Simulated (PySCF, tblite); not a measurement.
# C4H11F2PSi2: geometry, infrared bands and NMR shifts

Aim: predict the infrared bands and NMR shifts of C4H11F2PSi2 (`C=C[SiH2][Si@](C)(P)C(F)F`).

The runs use tblite 0.8.0 and PySCF 2.14.0, with density-fitted response routines of our own; the level of theory stands in each step. All values are computed, except where a source is named. Atoms are numbered from 0 throughout.

**1. Starting geometry**

20 atoms, charge 0, multiplicity 1; geometry from: force field or distance geometry start.

Bonds of the start (Å): C0–C1 1.36, C1–Si2 1.84, Si2–Si3 2.26, Si3–C4 1.86, Si3–P5 2.21, Si3–C6 1.88, C6–F7 1.38, C6–F8 1.37, C0–H9 1.06, C0–H10 1.10, C1–H11 1.08, Si2–H12 1.48, Si2–H13 1.47, C4–H14 1.12, C4–H15 1.11, C4–H16 1.11, P5–H17 1.44, P5–H18 1.44, C6–H19 1.13.

**2. Relaxing the molecule with GFN2-xTB**

The job: settings as JSON, then the geometry in Å.

```
{"job": {"kind": "relax", "xc": "GFN2-xTB", "basis": "xTB"}, "charge": 0, "multiplicity": 1}
C      3.098000    -1.298400     0.644200
C      2.247400    -0.706900    -0.233800
Si     1.239300     0.742800     0.280500
Si    -0.951100     0.374100    -0.109600
C     -1.045300    -0.785600    -1.557800
P     -2.082900     2.239300    -0.438700
C     -1.756900    -0.404600     1.398500
F     -3.097900    -0.526200     1.076000
F     -1.189100    -1.596500     1.761400
H      3.671400    -2.139300     0.348200
H      3.176400    -0.916300     1.668500
H      2.162800    -1.096300    -1.238100
H      1.686900     1.884000    -0.548800
H      1.460600     1.085300     1.692900
H     -0.006600    -0.935700    -1.944200
H     -1.428700    -1.784200    -1.268300
H     -1.665300    -0.393400    -2.387300
H     -2.124500     2.602700    -1.829200
H     -1.715200     3.302700     0.464700
H     -1.684600     0.363200     2.217800
```

On the command line:

```sh
> OMP_NUM_THREADS=1 python probes_run.py task.json out
```

This one command runs all jobs of the session in turn.

**Question.** This job is followed by: GFN2-xTB harmonic vibrations, gas phase; GIAO PBE0/pcSseg-1 NMR shielding, non-relativistic, gas phase. What will the session give for the following? strongest single infrared mode (GFN2-xTB); zero-point energy (GFN2-xTB); ¹³C shifts against TMS (PBE0/pcSseg-1); ¹H shifts against TMS (PBE0/pcSseg-1, means over atoms taken as alike); ²⁹Si shifts against TMS (PBE0/pcSseg-1); ³¹P shifts against H3PO4 (PBE0/pcSseg-1); ¹⁹F shifts against CFCl3 (PBE0/pcSseg-1).

**Answer**, as computed:

| quantity | value |
| --- | --- |
| strongest single infrared mode (GFN2-xTB) | 2171 cm⁻¹, 291 km/mol |
| zero-point energy (GFN2-xTB) | 83.7 kcal/mol |
| ¹³C shifts against TMS (PBE0/pcSseg-1) | 149.3, 133.6, 133.2, -3.7 ppm |
| ¹H shifts against TMS (PBE0/pcSseg-1, means over atoms taken as alike) | 6.68, 6.44, 6.42, 6.32, 4.50, 4.20, 1.04, 0.43 ppm |
| ²⁹Si shifts against TMS (PBE0/pcSseg-1) | -19.5, -76.4 ppm |
| ³¹P shifts against H3PO4 (PBE0/pcSseg-1) | -299.0 ppm |
| ¹⁹F shifts against CFCl3 (PBE0/pcSseg-1) | -143.9, -143.9 ppm |

What this shows: The optimisation took 251 steps and gained 1.464 eV; among the close pairs (by a distance rule), Si2–Si3 changed most, from 2.255 to 2.357 Å. The lowest mode is slightly imaginary (17i cm⁻¹), a soft motion within the noise of the Hessian, so the minimum is not strictly shown. The strongest single mode, at 2171 cm⁻¹, moves mainly H12. GFN2-xTB is a fitted tight-binding method: band positions and strengths are rough. Its intensities can rank the bands wrongly. C0 (terminal =CH2 carbon) lies farthest downfield among carbon, at 149.3 ppm; as expected for a trigonal carbon in a double bond.
